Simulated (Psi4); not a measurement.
# SnHClF (SMILES [F][SnH][Cl]): UX3LYP/STO-6G

Aim: the energy difference between two shapes of SnHClF at UX3LYP/STO-6G, from 2 runs. 

The calculation is run with Psi4 1.11.

1 further run of the same task is left out (set aside as unsound or not needed).

## Step 1: Starting point

SnHClF: 4 atoms, total charge 0, spin state doublet. SMILES: `[F][SnH][Cl]`. The shape is that of a PBE0-D4/def2-TZVP optimisation.

Bond lengths: F1–Sn2 1.923 Å, Sn2–Cl3 2.331 Å, Sn2–H4 1.741 Å. Angles: F1–Sn2–Cl3 103.7°, F1–Sn2–H4 104.5°, Cl3–Sn2–H4 108.4°.

## Step 2: The charge distribution at UX3LYP/STO-6G

File job.py:

```python
import psi4

psi4.set_memory('1600 MB')
psi4.set_num_threads(1)
psi4.set_output_file('clfhsn.out', False)

geom = psi4.geometry("""
0 2
F
Sn 1 1.922848
Cl 2 2.33076 1 103.70686
H 2 1.741046 1 104.54622 3 -113.48775
symmetry c1
""")

psi4.set_options(dict(basis='STO-6G', reference='uks', scf_type='pk'))

e, wfn = psi4.energy('x3lyp', return_wfn=True)
psi4.oeprop(wfn, 'WIBERG_LOWDIN_INDICES', 'LOWDIN_CHARGES', 'NO_OCCUPATIONS', 'ESP_AT_NUCLEI', 'MBIS_CHARGES', title='X3LYP')
print('E =', round(e, 9))
```

Launch:

```
$ python job.py
```

clfhsn.out:

```text
Psi4 1.11 release

   => Loading Basis Set <=

    Name: STO-6G
    Role: ORBITAL
    Keyword: BASIS

         ---------------------------------------------------------
                                   SCF
                              UKS Reference
                        1 Threads,   1525 MiB Core
         ---------------------------------------------------------

  ==> Geometry <==

    Molecular point group: c1
    Full point group: C1

    Geometry (in Angstrom), charge = 0, multiplicity = 2:

       Center              X                  Y                   Z               Mass
    ------------   -----------------  -----------------  -----------------  -----------------
         F            0.008907400404     0.448920051109    -1.826908726652    18.998403162730
         SN           0.008907400404     0.448920051109     0.095939273348   119.902201630000
         CL           0.008907400404    -1.815461667312     0.648223268117    34.968852682000
         H           -1.536700147560     1.120576444574     0.533221986146     1.007825032230

  Running in c1 symmetry.

  Rotational constants: A =      0.31255  B =      0.09644  C =      0.07524 [cm^-1]
  Rotational constants: A =   9369.99410  B =   2891.20306  C =   2255.52986 [MHz]
  Nuclear repulsion =  360.510598016548158

  Charge       = 0
  Multiplicity = 2
  Electrons    = 77
  Nalpha       = 39
  Nbeta        = 38

  ==> Algorithm <==

  SCF Algorithm Type is PK.
  DIIS enabled.
  MOM disabled.
  Fractional occupation disabled.
  Guess Type is SAD.
  Energy threshold   = 1.00e-06
  Density threshold  = 1.00e-06
  Integral threshold = 1.00e-12

  ==> Primary Basis <==

  Basis Set: STO-6G
    Blend: STO-6G
    Number of shells: 20
    Number of basis functions: 42
    Number of Cartesian functions: 44
    Spherical Harmonics?: true
    Max angular momentum: 2

  ==> DFT Potential <==

   => LibXC <=

    Version 7.1.2

   => Composite Functional: X3LYP <=

    X3LYP Hyb-GGA Exchange-Correlation Functional

    Deriv               =              1
    GGA                 =           TRUE
    Meta                =          FALSE

    Exchange Hybrid     =           TRUE
    MP2 Hybrid          =          FALSE

   => Exchange Functionals <=

    0.0730   Slater exchange
    0.5424         Becke 88

   => Exact (HF) Exchange <=

    0.2180               HF

   => Correlation Functionals <=

    0.1290   Vosko, Wilk & Nusair (VWN5_RPA)
    0.8710   Lee, Yang & Parr

   => LibXC Density Thresholds  <==

    XC_HYB_GGA_XC_X3LYP:  1.00E-15

   => Molecular Quadrature <=

    Radial Scheme          =       TREUTLER
    Pruning Scheme         =           NONE
    Nuclear Scheme         =       TREUTLER

    Blocking Scheme        =         OCTREE
    BS radius alpha        =              1
    Pruning alpha          =              1
    Radial Points          =             75
    Spherical Points       =            302
    Total Points           =          84206
    Total Blocks           =            694
    Max Points             =            255
    Max Functions          =             41
    Weights Tolerance      =       1.00E-15

  ==> Integral Setup <==

  Using in-core PK algorithm.
   Calculation information:
      Number of atoms:                   4
      Number of AO shells:              20
      Number of primitives:            120
      Number of atomic orbitals:        44
      Number of basis functions:        42

      Integral cutoff                 1.00e-12
      Number of threads:                 1

  Performing in-core PK
  Using 816312 doubles for integral storage.
  We computed 16812 shell quartets total.
  Whereas there are 22155 unique shell quartets.

  ==> DiskJK: Disk-Based J/K Matrices <==

    J tasked:                  Yes
    K tasked:                  Yes
    wK tasked:                  No
    Memory [MiB]:             1079
    Schwarz Cutoff:          1E-12

  Cached 100.0% of DFT collocation blocks in 0.063 [GiB].

  Minimum eigenvalue in the overlap matrix is 3.2399493968E-01.
  Reciprocal condition number of the overlap matrix is 1.8098147209E-01.
    Using symmetric orthogonalization.

  ==> Pre-Iterations <==

  SCF Guess: Superposition of Atomic Densities via on-the-fly atomic UHF (no occupation information).

   -------------------------
    Irrep   Nso     Nmo
   -------------------------
     A         42      42
   -------------------------
    Total      42      42
   -------------------------

  ==> Iterations <==

                        Total Energy        Delta E     RMS |[F,P]|

   @UKS iter SAD: -6552.34301572942422   -6.55234e+03   0.00000e+00
   @UKS iter   1: -6554.65142897618261   -2.30841e+00   1.13590e-02 ADIIS/DIIS
   @UKS iter   2: -6554.68784267006686   -3.64137e-02   7.54270e-03 ADIIS/DIIS
   @UKS iter   3: -6554.79851981226966   -1.10677e-01   4.23770e-03 ADIIS/DIIS
   @UKS iter   4: -6554.82559868099997   -2.70789e-02   5.07200e-04 ADIIS/DIIS
   @UKS iter   5: -6554.82631585713261   -7.17176e-04   1.22229e-04 ADIIS/DIIS
   @UKS iter   6: -6554.82636374902995   -4.78919e-05   9.11552e-05 DIIS
   @UKS iter   7: -6554.82637802103272   -1.42720e-05   3.42273e-05 DIIS
   @UKS iter   8: -6554.82638022786159   -2.20683e-06   1.60646e-06 DIIS
   @UKS iter   9: -6554.82638023861546   -1.07539e-08   5.17547e-07 DIIS
  Energy and wave function converged.

  ==> Post-Iterations <==

   Electrons on quadrature grid:
      Nalpha   =   38.9999963960 ; deviation = -3.604e-06
      Nbeta    =   37.9999948720 ; deviation = -5.128e-06
      Ntotal   =   76.9999912680 ; deviation = -8.732e-06

   @Spin Contamination Metric:   1.695200114E-03
   @S^2 Expected:                7.500000000E-01
   @S^2 Observed:                7.516952001E-01
   @S   Expected:                5.000000000E-01
   @S   Observed:                5.000000000E-01

    Orbital Energies [Eh]
    ---------------------

    Alpha Occupied:

       1A   -1030.399185     2A   -148.024284     3A   -142.367514
       4A   -142.367376     5A   -142.367042     6A   -101.628913
       7A    -26.278764     8A    -25.076537     9A    -25.076122
      10A    -25.074608    11A    -24.675059    12A    -17.132406
      13A    -17.132386    14A    -17.131199    15A    -17.130951
      16A    -17.130705    17A     -9.157248    18A     -6.999730
      19A     -6.988929    20A     -6.988140    21A     -3.873070
      22A     -3.023598    23A     -3.021698    24A     -3.017652
      25A     -1.064110    26A     -0.716884    27A     -0.592068
      28A     -0.585660    29A     -0.583491    30A     -0.581427
      31A     -0.579505    32A     -0.382333    33A     -0.302894
      34A     -0.287945    35A     -0.255641    36A     -0.226077
      37A     -0.220968    38A     -0.211276    39A     -0.132920

    Alpha Virtual:

      40A      0.136597    41A      0.167762    42A      0.244184

    Beta Occupied:

       1A   -1030.398402     2A   -148.023698     3A   -142.367051
       4A   -142.366854     5A   -142.366442     6A   -101.628448
       7A    -26.277850     8A    -25.075886     9A    -25.075239
      10A    -25.073952    11A    -24.671967    12A    -17.131844
      13A    -17.131760    14A    -17.130728    15A    -17.130414
      16A    -17.130241    17A     -9.156635    18A     -6.998701
      19A     -6.987962    20A     -6.987747    21A     -3.870875
      22A     -3.022401    23A     -3.019151    24A     -3.015095
      25A     -1.051283    26A     -0.713350    27A     -0.590292
      28A     -0.583370    29A     -0.581775    30A     -0.580224
      31A     -0.577153    32A     -0.368341    33A     -0.291882
      34A     -0.274592    35A     -0.235544    36A     -0.219508
      37A     -0.207447    38A     -0.203675

    Beta Virtual:

      39A     -0.028578    40A      0.152243    41A      0.184262
      42A      0.265289

    Final Occupation by Irrep:
              A
    DOCC [    38 ]
    SOCC [     1 ]
    NA   [    39 ]
    NB   [    38 ]

  @UKS Final Energy: -6554.82638023861546

   => Energetics <=

    Nuclear Repulsion Energy =            360.5105980165481583
    One-Electron Energy =               -9782.3507775373618642
    Two-Electron Energy =                3025.6003637673611593
    DFT Exchange-Correlation Energy =    -158.5865644851632794
    Empirical Dispersion Energy =           0.0000000000000000
    VV10 Nonlocal Energy =                  0.0000000000000000
    Total Energy =                      -6554.8263802386154566

  UHF NO Occupations:
  HONO-2 :   37  A 1.9998525
  HONO-1 :   38  A 1.9993664
  HONO-0 :   39  A 1.0000000
  LUNO+0 :   40  A 0.0006336
  LUNO+1 :   41  A 0.0001475
  LUNO+2 :   42  A 0.0000667

Computation Completed

Properties will be evaluated at   0.000000,   0.000000,   0.000000 [a0]

Properties computed using the SCF density matrix

 Multipole Moments:

 ------------------------------------------------------------------------------------
     Multipole            Electronic (a.u.)      Nuclear  (a.u.)        Total (a.u.)
 ------------------------------------------------------------------------------------

 L = 1.  Multiply by 2.5417464519 to convert [e a0] to [Debye]
 Dipole X            :          1.7659442           -1.6246688            0.1412753
 Dipole Y            :          7.3388706           -6.1529273            1.1859433
 Dipole Z            :          0.1583530           -0.1742277           -0.0158747
 Magnitude           :                                                    1.1944339

 ------------------------------------------------------------------------------------

	total time  =          4 seconds =       0.07 minutes

Properties will be evaluated at   0.000000,   0.000000,   0.000000 [a0]

Properties computed using the X3LYP density matrix

 Electrostatic potentials at the nuclear coordinates:
 ---------------------------------------------
   Center     Electrostatic Potential (a.u.)
 ---------------------------------------------
    1  F           -26.541631863362
    2 SN           -288.357589426675
    3 CL           -64.270515704373
    4  H            -1.239243564163
 ---------------------------------------------
  Lowdin Charges: (a.u.)
   Center  Symbol    Alpha    Beta     Spin     Total
       1     F     4.66189  4.51270  0.14919 -0.17459
       2    SN    25.03634 24.31967  0.71666  0.64399
       3    CL     8.70044  8.63016  0.07027 -0.33060
       4     H     0.60133  0.53746  0.06387 -0.13879

  Total alpha = 39.00000, Total beta = 38.00000, Total charge = -0.00000
  ==> Computing MBIS Charges <==

  Electron Count from Grid (Expected Number): 76.99999 (77.00000)
  Difference: -0.00001

  MBIS Charges: (a.u.)
   Center  Symbol  Z      Pop.       Charge
      1       F    9    9.322009   -0.322009
      2      SN   50   48.920982    1.079018
      3      CL   17   17.505510   -0.505510
      4       H    1    1.251490   -0.251490

  MBIS Dipoles: [e a0]
   Center  Symbol  Z        X           Y           Z
      1       F    9   -0.014555   -0.012279   -0.088201
      2      SN   50   -0.434530   -0.470945   -0.413794
      3      CL   17   -0.022266   -0.215560    0.028305
      4       H    1   -0.121922    0.040803    0.023155

  MBIS Quadrupoles: [e a0^2]
   Center  Symbol  Z      XX        XY        XZ        YY        YZ        ZZ
      1       F    9   -3.0996    0.0109    0.0020   -3.0948   -0.0085   -3.0026
      2      SN   50   -14.4908   -0.2019   -0.1346   -14.1334   -0.1759   -13.7127
      3      CL   17   -9.2186   -0.0320    0.0136   -9.2619   -0.0274   -9.1551
      4       H    1   -0.8313   -0.0434   -0.0324   -0.8657    0.0073   -0.8784

  MBIS Octupoles: [e a0^3]
   Center  Symbol  Z      XXX       XXY       XXZ       XYY       XYZ       XZZ       YYY       YYZ       YZZ       ZZZ
      1       F    9   -0.0439   -0.0170   -0.2561   -0.0151   -0.0069   -0.0292   -0.0451   -0.2324   -0.0244   -0.4606
      2      SN   50   -1.9599   -1.2057   -0.9179   -0.6294   -0.0663   -0.6141   -1.2883   -1.2144   -0.9061   -1.8878
      3      CL   17   -0.0879   -0.9084    0.1597   -0.1643    0.0075   -0.0311   -2.7973    0.1201   -0.7409    0.4110
      4       H    1   -0.2979   -0.0358   -0.0290   -0.1150    0.0184   -0.1311    0.1180    0.0254    0.0410    0.0741

  MBIS Radial Moments:
   Center  Symbol  Z      [a0^2]      [a0^3]      [a0^4]
      1       F    9    9.197096   13.337597   22.822657
      2      SN   50   42.336929   90.532045   259.652281
      3      CL   17   27.635637   60.204451   154.394082
      4       H    1    2.575460    5.147260   12.106113

  MBIS Valence Widths: [a0]
   Center  Symbol  Z     Width
      1       F    9    0.319525
      2      SN   50    0.667319
      3      CL   17    0.509577
      4       H    1    0.419456

  MBIS Valence Charges: (a.u.)
   Center  Symbol  Z     Charge
      1       F    9   -7.893104
      2      SN   50   -4.044647
      3      CL   17   -9.078953
      4       H    1   -1.251490

  Wiberg Bond Indices using Orthogonal Lowdin Orbitals:

  Total Bond Index:
  Irrep: 1 Size: 4 x 4

                 1                   2                   3                   4

    1     0.00000000000000     1.13269672622981     0.07532353928482     0.03468110797326
    2     1.13269672622981     0.00000000000000     0.90279984973231     0.91507926287135
    3     0.07532353928482     0.90279984973231     0.00000000000000     0.02689634659150
    4     0.03468110797326     0.91507926287135     0.02689634659150     0.00000000000000

  Alpha Contribution:
  Irrep: 1 Size: 4 x 4

                 1                   2                   3                   4

    1     0.00000000000000     0.46470200516897     0.03323924160602     0.01736220247619
    2     0.46470200516897     0.00000000000000     0.40839395562619     0.45096293595485
    3     0.03323924160602     0.40839395562619     0.00000000000000     0.01113850522977
    4     0.01736220247619     0.45096293595485     0.01113850522977     0.00000000000000

  Beta Contribution:
  Irrep: 1 Size: 4 x 4

                 1                   2                   3                   4

    1     0.00000000000000     0.66799472106083     0.04208429767880     0.01731890549708
    2     0.66799472106083     0.00000000000000     0.49440589410611     0.46411632691649
    3     0.04208429767880     0.49440589410611     0.00000000000000     0.01575784136173
    4     0.01731890549708     0.46411632691649     0.01575784136173     0.00000000000000

  Atomic Valences:

 #  #
 Irrep: 1
      1:    1.242701373487889
      2:    2.950575838833461
      3:    1.005019735608623
      4:    0.976656717436112

  Natural Orbital Occupations:

  Alpha Occupations:
  HONO-2 :   37  A    1.000
  HONO-1 :   38  A    1.000
  HONO-0 :   39  A    1.000
  LUNO+0 :   40  A    0.000
  LUNO+1 :   41  A   -0.000
  LUNO+2 :   42  A   -0.000

  Beta Occupations:
  HONO-2 :   36  A    1.000
  HONO-1 :   37  A    1.000
  HONO-0 :   38  A    1.000
  LUNO+0 :   39  A    0.000
  LUNO+1 :   40  A    0.000
  LUNO+2 :   41  A   -0.000
  LUNO+3 :   42  A   -0.000

  Total Occupations:
  HONO-2 :   36  A    2.000
  HONO-1 :   37  A    2.000
  HONO-0 :   38  A    2.000
  LUNO+0 :   39  A    1.000
  LUNO+1 :   40  A    0.000
  LUNO+2 :   41  A   -0.000
  LUNO+3 :   42  A   -0.000
```

Standard output:

```text
E = -6554.826380239
```

Run time: 13 s. Hardware: 1 thread of Intel Xeon 6975P-C (Granite Rapids), shared host; peak memory 0.27 GiB.

Atomic charges (e):

| atom | Löwdin | MBIS |
| --- | --- | --- |
| F1 | -0.175 | -0.322 |
| Sn2 | +0.644 | +1.079 |
| Cl3 | -0.331 | -0.506 |
| H4 | -0.139 | -0.251 |

[end of part 1 of 2]
